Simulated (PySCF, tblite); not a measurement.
# C₅H₆NP: geometry, infrared bands and NMR shifts

What infrared bands and NMR shifts should C₅H₆NP (`Cc1ccpcn1`) show?

Programs: tblite 0.8.0 and PySCF 2.14.0, with density-fitted response routines of our own. Each step states its level of theory. These are calculated values for one molecule in the gas phase, unless marked as measured. Atoms count from 0, in the outputs and in this text.

## Step 1: Starting geometry

13 atoms, charge 0, multiplicity 1; geometry from: force field or distance geometry start.

Bonds of the start (Å): C0–C1 1.52, C1–C2 1.38, C2–C3 1.40, C3–P4 1.84, P4–C5 1.82, C5–N6 1.36, N6–C1 1.36, C0–H7 1.09, C0–H8 1.09, C0–H9 1.09, C2–H10 1.08, C3–H11 1.07, C5–H12 1.09.

## Step 2: Geometry optimisation with GFN2-xTB

What the job is given:

```
{"job": {"kind": "relax", "xc": "GFN2-xTB", "basis": "xTB"}, "charge": 0, "multiplicity": 1}
C      1.937100    -0.412300     0.128900
C      0.432600    -0.192800     0.070800
C     -0.033100     0.981100    -0.492700
C     -1.392000     1.300900    -0.607900
P     -2.717800     0.182100     0.017900
C     -1.670400    -1.166100     0.646600
N     -0.313500    -1.195100     0.609800
H      2.348600    -0.410600    -0.879200
H      2.408900     0.384000     0.711600
H      2.167200    -1.367800     0.606800
H      0.673600     1.702500    -0.887800
H     -1.704000     2.224700    -1.056200
H     -2.141600    -2.030200     1.113600
```

Run with:

```
> OMP_NUM_THREADS=1 python probes_run.py task.json out
```

This one command runs all jobs of the session in turn.

**Question.** This job is followed by: GFN2-xTB harmonic vibrations, gas phase; GIAO PBE0/pcSseg-1 NMR shielding, non-relativistic, gas phase. Predict these results of the whole session: strongest single infrared mode (GFN2-xTB); zero-point energy (GFN2-xTB); 13C shifts against TMS (PBE0/pcSseg-1); 1H shifts against TMS (PBE0/pcSseg-1, means over atoms taken as alike); 31P shifts against H3PO4 (PBE0/pcSseg-1); 15N shifts against NH3 (PBE0/pcSseg-1).

**Answer**, as computed:

```
                                                              quantity                                 value
                             strongest single infrared mode (GFN2-xTB)                  1543 cm⁻¹, 69 km/mol
                                          zero-point energy (GFN2-xTB)                         60.7 kcal/mol
                                13C shifts against TMS (PBE0/pcSseg-1)  192.3, 174.3, 161.4, 128.7, 30.0 ppm
1H shifts against TMS (PBE0/pcSseg-1, means over atoms taken as alike)           10.70, 9.60, 7.75, 2.92 ppm
                              31P shifts against H3PO4 (PBE0/pcSseg-1)                             194.9 ppm
                                15N shifts against NH3 (PBE0/pcSseg-1)                             376.2 ppm
```

Relaxing lowered the energy by 0.380 eV in 22 steps; the close pair that moved most is C3–P4, from 1.844 to 1.740 Å. No mode is imaginary among the 33: a minimum at this level. The strongest single mode, at 1543 cm⁻¹, is spread over several atoms, C2, N6, C3, C1 among them. GFN2-xTB is a fitted tight-binding method: band positions and strengths are rough. Its intensities can rank the bands wrongly. At PBE0/pcSseg-1: Shielding is most anisotropic at N6 (span 742 ppm, paramagnetic term -440 ppm). NICS(1)zz of -26 ppm above the planar ring from C1 marks a diatropic (aromatic) ring current.
